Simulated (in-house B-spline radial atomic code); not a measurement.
# I³⁺: binding energies from hole states

How much more does a second hole in I³⁺ cost because of the first?

Program: in-house B-spline radial atomic code version 1. Level of theory: Dirac-Hartree-Fock, average of configuration, Fermi nucleus, basis-set limit. These are calculated values, not measurements, unless marked.

## (1) Starting point

- element: iodine (Z = 53)
- charge: +3
- electrons: 50
- configuration: [Kr] 4d10 5s2 5p2
- Hamiltonian: Dirac-Coulomb
- nucleus: Fermi, rms radius 4.750 fm

The outer shells:

[Kr] 4d10 5s2 5p2
```
[Kr] core
4d [↑↓][↑↓][↑↓][↑↓][↑↓]
5s [↑↓]
5p [↑ ][↑ ][  ]
```

The boxes draw the filling by Hund's rule, which heavy ions in jj coupling don't follow; these runs average over all states of the configuration.

Settings, as recorded:

```ini
Z = 53
electrons = 50.0
configuration = [Kr] 4d10 5s2 5p2
hamiltonian = dirac
method = hf
spin_polarised = False
nucleus = fermi
rms_radius = 4.75
mass_number = 127
atomic_mass = 126.904472592
speed_of_light = 137.035999084
```

The reference is known from an earlier run: -7113.669847 hartree in all. Up to eight levels, counted from the top:

| orbital | occupation | energy (eV) | <r> (bohr) |
| --- | --- | --- | --- |
| 4s1/2 | 2 | -243.37 | 0.7405 |
| 4p1/2 | 2 | -191.79 | 0.7750 |
| 4p3/2 | 4 | -180.40 | 0.8010 |
| 4d3/2 | 4 | -95.770 | 0.9068 |
| 4d5/2 | 6 | -93.939 | 0.9179 |
| 5s1/2 | 2 | -51.220 | 1.861 |
| 5p1/2 | 0.666667 | -39.969 | 2.092 |
| 5p3/2 | 1.33333 | -38.555 | 2.156 |

Single holes known from earlier runs (ΔSCF): 2p1/2 4908.47 eV, 3s 1120.98 eV, 3p1/2 979.35 eV, 3d3/2 674.92 eV, 3d5/2 663.13 eV, 4d3/2 92.598 eV, 4d5/2 90.849 eV, 5s 50.812 eV.

## (2) The 2p1/2 and 4d5/2 holes

In configurations, a minus sign after the shell means j = l − 1/2 and a plus sign j = l + 1/2; the count of electrons follows.

Settings, as recorded:

```ini
Z = 53
electrons = 48.0
configuration = 1s2 2s2 2p-1 2p+4 3s2 3p6 3d10 4s2 4p6 4d-4 4d+5 5s2 5p2
hamiltonian = dirac
method = hf
spin_polarised = False
nucleus = fermi
rms_radius = 4.75
mass_number = 127
atomic_mass = 126.904472592
speed_of_light = 137.035999084
```

## (3) The 3d3/2 and 5s holes

Settings: those of step 2 with these lines changed.

```diff
@@ -2,3 +2,3 @@
 electrons = 48.0
-configuration = 1s2 2s2 2p-1 2p+4 3s2 3p6 3d10 4s2 4p6 4d-4 4d+5 5s2 5p2
+configuration = 1s2 2s2 2p6 3s2 3p6 3d-3 3d+6 4s2 4p6 4d10 5s1 5p2
 hamiltonian = dirac
```

## (4) The 2p1/2 and 4d3/2 holes

Settings: those of step 3 with these lines changed.

```diff
@@ -2,3 +2,3 @@
 electrons = 48.0
-configuration = 1s2 2s2 2p6 3s2 3p6 3d-3 3d+6 4s2 4p6 4d10 5s1 5p2
+configuration = 1s2 2s2 2p-1 2p+4 3s2 3p6 3d10 4s2 4p6 4d-3 4d+6 5s2 5p2
 hamiltonian = dirac
```

## (5) The 3p1/2 and 3d5/2 holes

Settings: those of step 4 with these lines changed.

```diff
@@ -2,3 +2,3 @@
 electrons = 48.0
-configuration = 1s2 2s2 2p-1 2p+4 3s2 3p6 3d10 4s2 4p6 4d-3 4d+6 5s2 5p2
+configuration = 1s2 2s2 2p6 3s2 3p-1 3p+4 3d-4 3d+5 4s2 4p6 4d10 5s2 5p2
 hamiltonian = dirac
```

## (6) The 3s and 3d3/2 holes

Settings: those of step 5 with these lines changed.

```diff
@@ -2,3 +2,3 @@
 electrons = 48.0
-configuration = 1s2 2s2 2p6 3s2 3p-1 3p+4 3d-4 3d+5 4s2 4p6 4d10 5s2 5p2
+configuration = 1s2 2s2 2p6 3s1 3p6 3d-3 3d+6 4s2 4p6 4d10 5s2 5p2
 hamiltonian = dirac
```

Before running: What does each hole state cost in eV, and how does that compare with the orbital energies or single holes?

The runs gave:

| two holes | ΔSCF (eV) | less the two single holes (eV) |
| --- | --- | --- |
| 2p1/2 and 4d5/2 | 5024.62 | 25.31 |
| 3d3/2 and 5s | 740.66 | 14.93 |
| 2p1/2 and 4d3/2 | 5026.13 | 25.06 |
| 3p1/2 and 3d5/2 | 1693.40 | 50.92 |
| 3s and 3d3/2 | 1844.85 | 48.95 |

Two holes cost more than the sum of each, because the second electron leaves a more charged ion. The excess runs from 14.9 eV (3d3/2 and 5s) to 50.9 eV (3p1/2 and 3d5/2); it tends to be largest where both holes are compact. Two partly filled shells share a symmetry and can mix in the average, which may lower the energy, in these hole states: 2p1/2 and 4d5/2; 2p1/2 and 4d3/2; 3p1/2 and 3d5/2; 2p1/2; 3p1/2. Values are for the free ion, measured from the vacuum level.
